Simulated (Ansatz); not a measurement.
**BrClFH₂HfN: small, medium and large basis sets**

One table from this session's results is given with a row withheld; the runs are named, their logs left out.

Program: Ansatz 0.2.0, Gaussian basis. Level of theory: one geometry, several basis sets. These are calculated values, not measurements.

The runs, in order: PBE0-D4/def2-SVP; ωB97M-V/def2-SVP; PBE0-D4/def2-QZVPP; ωB97M-V/def2-QZVPP; the functionals' def2-TZVPP values are taken from earlier runs.

**Structure used throughout**

All runs share one geometry, relaxed beforehand with PBE0-D4 in a triple-zeta def2 set. Hf takes the def2 core potential; no spin-orbit term is included.

7 atoms, charge 0, spin multiplicity 1.

Atoms are counted from 1 here; the program's logs count them from 0.

Bond lengths: N1–Hf2 1.998 Å, N1–H6 1.011 Å, N1–H7 1.011 Å, Hf2–F3 1.890 Å, Hf2–Cl4 2.346 Å, Hf2–Br5 2.508 Å. Angles: Hf2–N1–H6 125.8°, Hf2–N1–H7 125.1°, H6–N1–H7 109.1°, N1–Hf2–F3 105.4°, N1–Hf2–Cl4 108.7°, N1–Hf2–Br5 109.2°, F3–Hf2–Cl4 112.4°, F3–Hf2–Br5 111.4°, Cl4–Hf2–Br5 109.6°.

As a file:

```mol
BrClFH2HfN
  3D, bonds by distance, orders not assigned

  7  6  0  0  0  0  0  0  0  0999 V2000
   -0.1341    1.2041    0.3511 N   0  0
   -0.0218   -0.7068   -0.2230 Hf  0  0
   -1.6784   -1.0796   -1.0531 F   0  0
    0.3510   -2.0406    1.6710 Cl  0  0
    1.8859   -0.9754   -1.8286 Br  0  0
    0.5561    1.6989    0.9002 H   0  0
   -0.8975    1.8316    0.1366 H   0  0
  1  2  8  0
  2  3  8  0
  2  4  8  0
  2  5  8  0
  1  6  8  0
  1  7  8  0
M  END
```

Set-up of the first run:

Contents of in.yaml:

```yaml
crystal:
  periodic: [false, false, false]
  atoms:
    - {symbol: N, position_ang: [-0.134060, 1.204105, 0.351073]}
    - {symbol: Hf, position_ang: [-0.021767, -0.706775, -0.223029]}
    - {symbol: F, position_ang: [-1.678389, -1.079649, -1.053109]}
    - {symbol: Cl, position_ang: [0.351024, -2.040634, 1.670999]}
    - {symbol: Br, position_ang: [1.885945, -0.975439, -1.828580]}
    - {symbol: H, position_ang: [0.556052, 1.698909, 0.900245]}
    - {symbol: H, position_ang: [-0.897505, 1.831583, 0.136600]}
basis:
  gaussian: {orbitals: def2-SVP}
hamiltonian: {xc: pbe0, dispersion: d4}
output: {orbitals: {seedname: orbitals}}
```

Among the steps run: PBE0-D4 in def2-SVP; ωB97M-V in def2-SVP; PBE0-D4 in def2-QZVPP; ωB97M-V in def2-QZVPP.

One of the session's tables, all rows but one given; the rest of the session is left out.

It belongs to the step «Density functionals: the series». 

```
functional       basis  HOMO (eV)
   PBE0-D4    def2-SVP      -8.17
   PBE0-D4  def2-TZVPP          ?
   PBE0-D4  def2-QZVPP      -8.24
   ωB97M-V    def2-SVP     -10.39
   ωB97M-V  def2-TZVPP     -10.45
   ωB97M-V  def2-QZVPP     -10.48
```

Estimate the missing values for PBE0-D4, def2-TZVPP.

**Answer.** HOMO (eV): -8.21. In the column «HOMO (eV)» it lies between PBE0-D4, def2-QZVPP (-8.24) and PBE0-D4, def2-SVP (-8.17).
